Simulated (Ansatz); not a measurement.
# CH4AlBO2: how energies converge with the basis set

One table from this session's results is given with a row withheld; the runs are named, their logs left out.

Program: Ansatz 0.2.0, Gaussian basis. Level of theory: one geometry, several basis sets. These are calculated values, not measurements.

Levels to be run: PBE0-D4/def2-SVP; ωB97M-V/def2-SVP; PBE0-D4/def2-QZVPP; ωB97M-V/def2-QZVPP; the functionals' def2-TZVPP values are taken from earlier runs.

### Structure used throughout

The geometry comes from an earlier relaxation with PBE0-D4 in a triple-zeta def2 set; it is a stationary point, not always the lowest conformer.

9 atoms, charge 0, spin multiplicity 1.

Atoms are counted from 1 here; the program's logs count them from 0.

Bond lengths: B1–O2 1.375 Å, B1–H6 1.190 Å, B1–H7 1.192 Å, O2–C3 1.325 Å, C3–O4 1.250 Å, C3–Al5 1.944 Å, O4–Al5 1.959 Å, Al5–H8 1.577 Å, Al5–H9 1.577 Å. Angles: O2–B1–H6 115.5°, O2–B1–H7 119.6°, H6–B1–H7 124.8°, B1–O2–C3 124.6°, O2–C3–O4 119.8°, O2–C3–Al5 168.1°, O4–C3–Al5 72.0°, C3–O4–Al5 70.7°, C3–Al5–O4 37.4°, C3–Al5–H8 116.5°, C3–Al5–H9 117.1°, O4–Al5–H8 113.1°, O4–Al5–H9 113.1°, H8–Al5–H9 126.0°.

The first run:

in.yaml reads:

```yaml
crystal:
  periodic: [false, false, false]
  atoms:
    - {symbol: B, position_ang: [1.614270, 1.134125, -0.896309]}
    - {symbol: O, position_ang: [0.740616, 1.082306, 0.164757]}
    - {symbol: C, position_ang: [-0.173066, 0.138680, 0.341975]}
    - {symbol: O, position_ang: [-0.780958, -0.330407, -0.644648]}
    - {symbol: Al, position_ang: [-1.466781, -1.158294, 0.992505]}
    - {symbol: H, position_ang: [2.241048, 2.141047, -0.996117]}
    - {symbol: H, position_ang: [1.736213, 0.184726, -1.605865]}
    - {symbol: H, position_ang: [-0.941155, -2.629726, 1.207645]}
    - {symbol: H, position_ang: [-2.881788, -0.608757, 1.418858]}
basis:
  gaussian: {orbitals: def2-SVP}
hamiltonian: {xc: pbe0, dispersion: d4}
output: {orbitals: {seedname: orbitals}}
```

Started as:

```console
> ansatz run in.yaml --threads 2 --pin off --events-out ev --progress --plain --max-ram 4352MiB
```

Among the steps run: PBE0-D4 in def2-SVP; ωB97M-V in def2-SVP; PBE0-D4 in def2-QZVPP; ωB97M-V in def2-QZVPP.

One of the session's tables, all rows but one given; the rest of the session is left out.

| functional | basis | HOMO (eV) | LUMO (eV) |
| --- | --- | --- | --- |
| PBE0-D4 | def2-SVP | ? | ? |
| PBE0-D4 | def2-TZVPP | -8.12 | -1.89 |
| PBE0-D4 | def2-QZVPP | -8.12 | -1.91 |
| ωB97M-V | def2-SVP | -10.44 | 0.40 |
| ωB97M-V | def2-TZVPP | -10.46 | 0.25 |
| ωB97M-V | def2-QZVPP | -10.47 | 0.18 |

**Question.** Estimate the row for PBE0-D4, def2-SVP.

As computed: HOMO (eV): -8.13; LUMO (eV): -1.86. In the column «HOMO (eV)» it lies between ωB97M-V, def2-SVP (-10.44) and PBE0-D4, def2-TZVPP (-8.12).
